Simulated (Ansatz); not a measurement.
This script makes an atomisation energy of CH5NOSi, SMILES N=CO[SiH3] with Ansatz's Python interface.

`tae.py`
```python
from collections import Counter

import ansatz as az


def total_energy(molecule, charge=0, unpaired=0):
    calc = molecule.calculation().basis(gaussian="def2-SVPD").functional("CAM-B3LYP")
    if charge:
        calc = calc.charge(charge)
    if unpaired:
        calc = calc.spin("collinear", total=unpaired)
    return calc.run(threads=1, backend="cpu").report["free_energy_ev"]

GEOMETRY = """
N    -0.40210    1.50350   -0.55740
C     0.66810    1.03940   -0.20750
O     0.80920   -0.21800    0.20420
Si   -0.28190   -1.34290    0.34970
H    -0.30640    2.51840   -0.86580
H     1.62400    1.61110   -0.20670
H     0.27390   -2.61210    0.86060
H    -0.91990   -1.63350   -0.97790
H    -1.37640   -0.91220    1.38360
"""

system = az.Crystal.molecule()
for line in GEOMETRY.strip().splitlines():
    symbol, *xyz = line.split()
    system = system.atom(symbol, [float(v) for v in xyz])

unpaired = {"N": 3, "C": 2, "O": 2, "Si": 2, "H": 1}
counts = Counter(site.symbol for site in system.cartesian_sites)
atom_energy = {s: total_energy(az.Crystal.molecule().atom(s, (0, 0, 0)), 0, unpaired[s]) for s in counts}
whole = total_energy(system, 0, 0)
for s, e in atom_energy.items():
    print(f"{s:2s} x{counts[s]}  {e:14.5f} eV")
print(f"CH5NOSi: {whole:.5f} eV")
split = sum(counts[s] * e for s, e in atom_energy.items()) - whole
print(f"atomisation energy (no zero-point term): {23.060548 * split:.1f} kcal/mol, {split / sum(counts.values()):.3f} eV an atom")
```

What does it cost to take this molecule apart into atoms?

780.2 kcal/mol from the electronic energies, without the zero-point term.

The run itself:

```console
$ python tae.py
N  x1     -1483.49618 eV
C  x1     -1028.38616 eV
O  x1     -2040.47849 eV
Si x1     -7871.69183 eV
H  x5       -13.54842 eV
CH5NOSi: -12525.62912 eV
atomisation energy (no zero-point term): 780.2 kcal/mol, 3.759 eV an atom
```

Reading the output:
- Total energies depend on the basis set; only differences at equal settings carry meaning.
- The geometry is a force-field or estimated start, not a minimum of this method, and the basis set is short of its limit. All parts are taken at fixed geometry, without zero-point energy.
- Finished in 5.5 s on 1 thread of Arm Neoverse V2, with other jobs on the host, peak memory 0.29 GiB.
